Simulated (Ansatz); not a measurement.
Si2Ni, space group Fm-3m: a test of the smearing width, run with Ansatz 0.2.0 through its Python package.

The script, `smear_si2ni.py`:
```python
# -*- coding: utf-8 -*-
import warnings

import ansatz as az
import pandas as pd

warnings.simplefilter("ignore", az.DeckWarning)

system = (
    az.Lattice.from_parameters(3.822619, 3.822619, 3.822619, alpha=60.0, beta=60.0, gamma=60.0)
    .atom("Si", (0.25, 0.25, 0.25))
    .atom("Si", (0.75, 0.75, 0.75))
    .atom("Ni", (0.0, 0.0, 0.0))
    .moments(Ni=1.0)
)

base = (
    system.calculation()
    .pseudopotentials("paw")
    .kpoints(11, 11, 11)
    .spin("collinear")
)

rows = []
for value in [0.25, 0.15, 0.1, 0.05, 0.025]:
    summary = base.occupations("gaussian", width=value).run(threads=1, pin="off").report
    rows.append((value, summary["free_energy_ev"] / len(summary["lattice"]["sites"]), summary["n_iterations"], summary["magnetization_mub"], summary["n_kpoints"]))

table = pd.DataFrame(rows, columns=["width (eV)", "F/atom (eV)", "iterations", "moment (muB)", "k-points"])
print(table.round(5).to_string(index=False))

for row in rows[:-1]:
    shift = 1000 * (row[1] - rows[-1][1])
    print(f"{row[0]}: {shift:+.2f} meV/atom" + ("  (within 1 meV)" if abs(shift) < 1 else ""))
```

From its runs, with one value withheld:

| width (eV) | F less the first row (meV/atom) |
| --- | --- |
| 0.025 | 0.00 |
| 0.05 | -0.24 |
| 0.1 | -0.99 |
| 0.15 | -1.97 |
| 0.25 | ? |

What is the missing value at a width of 0.25 eV?

For this scheme F falls about as the square of the width where the density of states is smooth. A straight line through the rows shown, against the width squared, has slope -89.2 meV/eV² and intercept -0.01 meV, which gives -5.58 meV at 0.25 eV. The run gave -4.88 meV, a miss of 0.70 meV.

What to keep in mind:
- The SCF didn't keep the moments it started from (some shrank, vanished or turned); what is printed is the state reached.
- The narrowest width needs the finest mesh, so the last row is no converged reference.
- No functional is typed, so the default, PBE, holds.
- The starting cell is as deposited in a crystallographic database; the results hold for this polymorph, which needn't be the stable one.
- The script silences the warnings on its input, which a real study should read.
- Finished in 32 s on 1 thread of Arm Neoverse V1 (shared host), peak memory 0.46 GiB.
